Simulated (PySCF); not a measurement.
# C₃H₉Bi: NMR shieldings, part 2 of 2

PySCF 2.14.0. Atoms count from 0.

## 6. NMR shieldings: PBE/pcJ-1 Bi:dyall-v2z, non-relativistic

Job settings and geometry (Å):

```
{"job": {"xc": "PBE", "basis": {"default": "pcJ-1", "Bi": "dyall-v2z"}, "rel": "nr", "kind": "hnmr"}, "charge": 0, "multiplicity": 1}
Bi     0.011590     0.007420     1.313090
C      1.882080    -0.001830     0.030580
H      2.528280     0.822020     0.303050
H      1.599180     0.098870    -1.006710
H      2.418080    -0.932760     0.161740
C     -0.939830     1.630190     0.046910
H     -0.800850     1.386140    -0.996130
H     -0.476770     2.586200     0.253500
H     -1.999210     1.694290     0.258920
C     -0.941070    -1.627290     0.062560
H     -2.014010    -1.617480     0.199320
H     -0.553850    -2.595630     0.351510
H     -0.713620    -1.450130    -0.978350
```

Level: PBE/pcJ-1 Bi:dyall-v2z GIAO NMR shielding, non-relativistic, Gaussian nuclei, gas phase.

Output:

```text
non-relativistic SCF
coarse grid: 46544 points
cycle   1  E = -20214.3241372373  dE = -4.864e+03  |g| = 4.535e+01  |ddm| = 1.081e+01
cycle   2  E = -20213.3513014903  dE =  9.728e-01  |g| = 1.584e+01  |ddm| = 6.412e+00
cycle   3  E = -20212.4979750941  dE =  8.533e-01  |g| = 1.079e+01  |ddm| = 1.010e+01
cycle   4  E = -20216.9288802562  dE = -4.431e+00  |g| = 2.332e+00  |ddm| = 9.103e+00
cycle   5  E = -20217.7544105696  dE = -8.255e-01  |g| = 1.207e+00  |ddm| = 3.899e+00
cycle   6  E = -20218.0997238741  dE = -3.453e-01  |g| = 3.545e-01  |ddm| = 1.626e+00
cycle   7  E = -20218.1210146577  dE = -2.129e-02  |g| = 9.579e-02  |ddm| = 4.619e-01
cycle   8  E = -20218.1232391218  dE = -2.224e-03  |g| = 9.136e-03  |ddm| = 1.239e-01
cycle   9  E = -20218.1232498979  dE = -1.078e-05  |g| = 3.376e-03  |ddm| = 1.123e-02
cycle  10  E = -20218.1232516809  dE = -1.783e-06  |g| = 2.122e-03  |ddm| = 5.860e-03
final grid: 97168 points
cycle  11  E = -20218.1226221680  dE =  3.476e-06  |g| = 6.678e-03  |ddm| = 7.906e-03
cycle  12  E = -20218.1226015902  dE =  2.058e-05  |g| = 1.008e-02  |ddm| = 1.603e-02
cycle  13  E = -20218.1226263279  dE = -2.474e-05  |g| = 2.181e-03  |ddm| = 1.341e-02
cycle  14  E = -20218.1226275455  dE = -1.218e-06  |g| = 2.578e-04  |ddm| = 2.443e-03
cycle  15  E = -20218.1226275534  dE = -7.894e-09  |g| = 3.255e-05  |ddm| = 2.291e-04
converged SCF energy = -20218.1226275534
check of the scalar solution
cycle   1  E = -20218.1226275534  dE = -2.022e+04  |FDS-SDF| = 3.255e-05
cycle   2  E = -20218.1226275529  dE =  5.421e-10  |FDS-SDF| = 5.995e-05
converged, E = -20218.1226275529

Field gradients (au) and densities at the nuclei (bohr^-3)
atom        Vxx        Vyy        Vzz        centre      nuclear mean
  0 Bi     2.7332     2.7446    -5.4777     404444.839     401747.790
  1 C     -0.0158    -0.0319     0.0478        125.485        125.482
  2 H     -0.1599    -0.1639     0.3238          0.484          0.484
  3 H     -0.1613    -0.1660     0.3273          0.485          0.485
  4 H     -0.1598    -0.1636     0.3234          0.484          0.484
  5 C     -0.0154    -0.0310     0.0464        125.484        125.482
  6 H     -0.1610    -0.1657     0.3267          0.485          0.485
  7 H     -0.1597    -0.1637     0.3234          0.484          0.484
  8 H     -0.1597    -0.1635     0.3232          0.484          0.484
  9 C     -0.0156    -0.0307     0.0463        125.484        125.481
 10 H     -0.1603    -0.1641     0.3244          0.484          0.484
 11 H     -0.1596    -0.1637     0.3233          0.484          0.484
 12 H     -0.1610    -0.1658     0.3269          0.485          0.485

Core orbital energies (eV)
atom   shell        mean    spread
  0 Bi 1s       -81012.714   0.000
  0 Bi 2s       -13690.942   0.000
  0 Bi 3s        -3282.328   0.000
  0 Bi 4s         -736.738   0.000
  0 Bi 5s         -124.535   0.000
  0 Bi 2p       -13191.797   0.013
  0 Bi 3p        -3043.896   0.031
  0 Bi 4p         -631.454   0.064
  0 Bi 5p          -88.641   0.154
  0 Bi 3d        -2598.441   0.027
  0 Bi 4d         -436.765   0.061
  0 Bi 5d          -30.049   0.206
  0 Bi 4f         -172.266   0.065

Shielding tensors (ppm)
atom      isotropic    diamagn.    paramagn.     s11        s22        s33       span
  0 Bi     5588.10    10225.19    -4637.09    5556.64    5601.75    5605.91      49.27
  1 C       182.22      252.37      -70.15     174.28     177.42     194.96      20.68
  2 H        31.45       30.62        0.83      25.00      27.62      41.72      16.72
  3 H        31.87       31.30        0.57      25.77      29.29      40.54      14.77
  4 H        31.51       30.68        0.83      25.18      27.76      41.61      16.43
  5 C       182.50      252.44      -69.93     175.01     177.78     194.72      19.72
  6 H        31.82       31.31        0.51      25.71      29.24      40.51      14.79
  7 H        31.47       30.65        0.82      25.10      27.66      41.64      16.53
  8 H        31.53       30.68        0.84      25.13      27.70      41.75      16.62
  9 C       183.07      252.42      -69.35     176.79     177.54     194.89      18.10
 10 H        31.58       30.73        0.85      25.19      27.84      41.72      16.53
 11 H        31.48       30.64        0.84      25.03      27.65      41.77      16.73
 12 H        31.80       31.30        0.50      25.64      29.27      40.50      14.86
```

Run time: 26 s. Hardware: 1 thread of Arm Neoverse V2, shared host; peak memory 1.5 GiB.

## 7. NMR shieldings: GIAO PBE/pcJ-1 Bi:def2-TZVP, core potentials from Rb on, else non-relativistic

Settings changed since step 6:

```diff
@@ -1,2 +1,2 @@
-{"job": {"xc": "PBE", "basis": {"default": "pcJ-1", "Bi": "dyall-v2z"}, "rel": "nr", "kind": "hnmr"}, "charge": 0, "multiplicity": 1}
+{"job": {"xc": "PBE", "basis": {"default": "pcJ-1", "Bi": "def2-TZVP"}, "rel": "ecp", "pop": false, "kind": "hnmr"}, "charge": 0, "multiplicity": 1}
 Bi     0.011590     0.007420     1.313090
```

Method: GIAO PBE/pcJ-1 Bi:def2-TZVP NMR shielding, scalar-relativistic core potentials on the heavy atoms, no spin-orbit coupling, gas phase.

Output:

```text
coarse grid: 46544 points
cycle   1  E = -332.2542010981  dE = -3.268e+01  |g| = 2.927e+00  |ddm| = 1.199e+01
cycle   2  E = -316.9020288200  dE =  1.535e+01  |g| = 8.220e+00  |ddm| = 2.270e+01
cycle   3  E = -334.1328363348  dE = -1.723e+01  |g| = 6.906e-01  |ddm| = 2.141e+01
cycle   4  E = -334.1641795082  dE = -3.134e-02  |g| = 5.063e-01  |ddm| = 1.024e+00
cycle   5  E = -334.2167247938  dE = -5.255e-02  |g| = 9.569e-02  |ddm| = 5.662e-01
cycle   6  E = -334.2182738037  dE = -1.549e-03  |g| = 5.822e-02  |ddm| = 1.260e-01
cycle   7  E = -334.2191053729  dE = -8.316e-04  |g| = 3.482e-03  |ddm| = 5.285e-02
cycle   8  E = -334.2191092319  dE = -3.859e-06  |g| = 1.999e-03  |ddm| = 9.370e-03
final grid: 97168 points
cycle   9  E = -334.2191865516  dE =  3.871e-06  |g| = 4.405e-03  |ddm| = 6.909e-03
cycle  10  E = -334.2191648135  dE =  2.174e-05  |g| = 1.020e-02  |ddm| = 1.408e-02
cycle  11  E = -334.2191917208  dE = -2.691e-05  |g| = 3.334e-04  |ddm| = 9.511e-03
cycle  12  E = -334.2191917546  dE = -3.383e-08  |g| = 1.140e-04  |ddm| = 6.414e-04
cycle  13  E = -334.2191917574  dE = -2.831e-09  |g| = 2.632e-05  |ddm| = 1.357e-04
cycle  14  E = -334.2191917576  dE = -1.678e-10  |g| = 2.495e-06  |ddm| = 2.814e-05
converged SCF energy = -334.2191917576

GIAO shielding tensors (ppm)
atom      isotropic    diamagn.    paramagn.     s11        s22        s33       span
  0 Bi         nan         nan         nan        nan        nan        nan        nan
  1 C      173.954     249.998     -76.045    161.391    168.608    191.863     30.472
  2 H       31.144      30.152       0.992     25.714     27.819     39.899     14.185
  3 H       31.479      31.357       0.122     26.281     29.513     38.643     12.362
  4 H       31.158      30.260       0.898     25.774     27.987     39.714     13.940
  5 C      174.251     250.048     -75.797    162.753    168.341    191.659     28.906
  6 H       31.432      31.364       0.068     26.224     29.467     38.604     12.380
  7 H       31.138      30.200       0.939     25.763     27.880     39.772     14.009
  8 H       31.200      30.235       0.964     25.782     27.915     39.902     14.119
  9 C      174.825     250.038     -75.214    164.671    167.944    191.859     27.189
 10 H       31.224      30.307       0.917     25.784     28.069     39.819     14.036
 11 H       31.184      30.166       1.018     25.757     27.841     39.953     14.197
 12 H       31.409      31.354       0.055     26.135     29.496     38.595     12.461
```

It took 24 s on 1 thread of Arm Neoverse V2, shared host; peak memory 1.4 GiB.

An atom whose core is replaced by a potential has no meaningful shielding, so its row holds no numbers.

## 8. Shieldings side by side

| run | Bi0 | C9 | C5 | C1 | H6 | H12 | H3 | time |
| --- | --- | --- | --- | --- | --- | --- | --- | --- |
| step 2, PBE/pcJ-1 Bi:dyall-v2z, spin–orbit | 10241.8 | 188.4 | 187.9 | 187.5 | 29.8 | 29.8 | 29.8 | 1.9 min |
| step 3, PBE/pcJ-1 Bi:dyall-v2z, spin–orbit (one-electron part alone) | 10198.4 | 188.1 | 187.6 | 187.2 | 29.7 | 29.7 | 29.8 | 1.9 min |
| step 4, PBE/pcJ-1 Bi:dyall-v2z, spin-free | 5239.0 | 174.8 | 174.2 | 173.9 | 31.5 | 31.5 | 31.6 | 38 s |
| step 5, PBE/pcJ-1 Bi:dyall-v2z, spin-free with spin-dependent field terms | 11327.1 | 176.1 | 175.5 | 175.2 | 31.5 | 31.5 | 31.6 | 91 s |
| step 6, PBE/pcJ-1 Bi:dyall-v2z, non-relativistic | 5588.1 | 183.1 | 182.5 | 182.2 | 31.8 | 31.8 | 31.9 | 26 s |
| step 7, GIAO PBE/pcJ-1 Bi:def2-TZVP, core potentials from Rb on, else non-relativistic | – | 174.8 | 174.3 | 174.0 | 31.4 | 31.4 | 31.5 | 24 s |

## 9. Results

What follows sums up all 2 parts.

```
                                                                                              quantity                                          value
                          energy from spin-orbit coupling (step 2, PBE/pcJ-1 Bi:dyall-v2z, spin–orbit)                                    -27.0786 Eh
                                               shieldings (step 2, PBE/pcJ-1 Bi:dyall-v2z, spin–orbit)  Bi0 10241.8, C1 187.5, C5 187.9, C9 188.4 ppm
energy from spin-orbit coupling (step 3, PBE/pcJ-1 Bi:dyall-v2z, spin–orbit (one-electron part alone))                                    -28.6167 Eh
                     shieldings (step 3, PBE/pcJ-1 Bi:dyall-v2z, spin–orbit (one-electron part alone))  Bi0 10198.4, C1 187.2, C5 187.6, C9 188.1 ppm
                                                shieldings (step 4, PBE/pcJ-1 Bi:dyall-v2z, spin-free)   Bi0 5239.0, C1 173.9, C5 174.2, C9 174.8 ppm
                shieldings (step 5, PBE/pcJ-1 Bi:dyall-v2z, spin-free with spin-dependent field terms)  Bi0 11327.1, C1 175.2, C5 175.5, C9 176.1 ppm
                                         shieldings (step 6, PBE/pcJ-1 Bi:dyall-v2z, non-relativistic)   Bi0 5588.1, C1 182.2, C5 182.5, C9 183.1 ppm
   shieldings (step 7, GIAO PBE/pcJ-1 Bi:def2-TZVP, core potentials from Rb on, else non-relativistic)               C1 174.0, C5 174.3, C9 174.8 ppm
```

**Reading.** In step 2, Bi0 has the widest tensor, 993 ppm. The steps not marked spin–orbit leave spin-orbit coupling out. Bi0 moves most between the runs, by 6088 ppm; the labels say what changes from run to run. The geometry comes from tight binding, which is rough for metal atoms, and these values hang on it.
